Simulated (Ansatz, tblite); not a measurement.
# (F2Al-mu-F)3 (Al3F9): rung by rung

An exercise on one series of results from a longer session: the logs are not shown, and one member is left open.

Program: Ansatz 0.2.0, Gaussian basis. Level of theory: as each input shows. These are calculated values, not measurements.

Levels to be run: GFN1-xTB, GFN2-xTB, PBE-D4/def2-TZVP, r2SCAN-D4/def2-TZVP, LC-ωPBE/def2-TZVP, B97M-V/def2-TZVP, PBE-D4/def2-SVP, PBE0-D4/def2-SVP, HF/STO-3G, HF/6-31G, B3LYP-D4/6-31G, MP2/def2-SVP, RPA/def2-SVP.

2 further runs of the same task are left out: 2 set aside as unsound or not needed. Runs told in other sessions of the task aren't counted.

### The relaxed structure

The geometry is that of the singlet, from an earlier relaxation (PBE0-D4/def2-SVP).

12 atoms, charge 0, spin multiplicity 1.

Bond lengths: Al1–F2 1.644 Å, Al1–F3 1.644 Å, Al1–F4 1.791 Å, Al1–F12 1.791 Å, F4–Al5 1.791 Å, Al5–F6 1.644 Å, Al5–F7 1.644 Å, Al5–F8 1.791 Å, F8–Al9 1.791 Å, Al9–F10 1.644 Å, Al9–F11 1.644 Å, Al9–F12 1.791 Å. Angles: F2–Al1–F3 125.5°, F2–Al1–F4 108.4°, F2–Al1–F12 108.4°, F3–Al1–F4 108.4°, F3–Al1–F12 108.3°, F4–Al1–F12 93.0°, Al1–F4–Al5 147.0°, F4–Al5–F6 108.4°, F4–Al5–F7 108.4°, F4–Al5–F8 93.0°, F6–Al5–F7 125.5°, F6–Al5–F8 108.4°, F7–Al5–F8 108.4°, Al5–F8–Al9 147.0°, F8–Al9–F10 108.4°, F8–Al9–F11 108.4°, F8–Al9–F12 93.0°, F10–Al9–F11 125.5° and more.

PBE0-D4/def2-TZVP was run before; its log isn't repeated, and its numbers join the tables.

Set-up of the first run:

Tight binding, by tblite at 300 K electronic temperature and without a spin-polarisation term:

```python
tblite.interface.Calculator('GFN1-xTB', numbers, positions, charge=0, uhf=0).singlepoint()
```

Tight binding, by tblite at 300 K electronic temperature and without a spin-polarisation term:

```python
tblite.interface.Calculator('GFN2-xTB', numbers, positions, charge=0, uhf=0).singlepoint()
```

start.molden holds the orbitals of an earlier run on this state, given as this run's starting guess.

in.yaml

```yaml
crystal:
  periodic: [false, false, false]
  atoms:
    - {symbol: Al, position_ang: [-1.402659, 1.401571, -0.010735]}
    - {symbol: F, position_ang: [-1.432233, 2.436071, -1.288397]}
    - {symbol: F, position_ang: [-2.440302, 1.428894, 1.264430]}
    - {symbol: F, position_ang: [0.270493, 1.336745, 0.625032]}
    - {symbol: Al, position_ang: [1.755743, 0.360934, 0.847955]}
    - {symbol: F, position_ang: [2.940063, 0.995232, -0.099946]}
    - {symbol: F, position_ang: [1.902359, -0.001288, 2.445069]}
    - {symbol: F, position_ang: [1.060996, -1.060653, 0.008763]}
    - {symbol: Al, position_ang: [-0.352831, -1.762267, -0.837798]}
    - {symbol: F, position_ang: [-0.999058, -2.935056, 0.116346]}
    - {symbol: F, position_ang: [0.025842, -1.927054, -2.429325]}
    - {symbol: F, position_ang: [-1.328404, -0.273130, -0.641395]}
basis:
  gaussian: {orbitals: def2-TZVP, initial_orbitals: start.molden}
hamiltonian: {xc: pbe, dispersion: d4}
scf: {omitted_lower_state_checks: [starts]}
output: {forces: true, orbitals: {seedname: orbitals}}
```

Launch:

```sh
$ ansatz run in.yaml --threads 4 --pin off --events-out ev --progress --plain --max-ram 6963MiB
```

Among the steps run: PBE-D4/def2-TZVP; r2SCAN-D4/def2-TZVP; LC-ωPBE/def2-TZVP; B97M-V/def2-TZVP; PBE-D4/def2-SVP; PBE0-D4/def2-SVP; HF/STO-3G; HF/6-31G; B3LYP-D4/6-31G; MP2/def2-SVP; RPA/def2-SVP.

One table of the session follows, with a row left open; its other results are not shown here.

It belongs to the step «Binding energy». 

| level | binding an atom (eV) |
| --- | --- |
| HF/STO-3G | 3.562 |
| HF/6-31G | 3.259 |
| HF/def2-SVP | 3.785 |
| PBE-D4/def2-SVP | 4.993 |
| PBE-D4/def2-TZVP | 4.934 |
| r2SCAN-D4/def2-TZVP | 4.943 |
| B97M-V/def2-TZVP | 4.910 |
| B3LYP-D4/6-31G | 4.336 |
| PBE0-D4/def2-SVP | 4.820 |
| PBE0-D4/def2-TZVP | 4.795 |
| LC-ωPBE/def2-TZVP | 4.914 |
| RPA/def2-SVP | 4.279 |
| MP2/def2-SVP | ? |

Estimate the missing values for MP2/def2-SVP.

**Answer.** binding an atom (eV): 4.965. In the column «binding an atom (eV)» it lies between r2SCAN-D4/def2-TZVP (4.943) and PBE-D4/def2-SVP (4.993).

To keep in mind: Free atoms were run apart at each level; binding is atoms less cluster, divided by the number of atoms, without zero-point or spin-orbit terms.
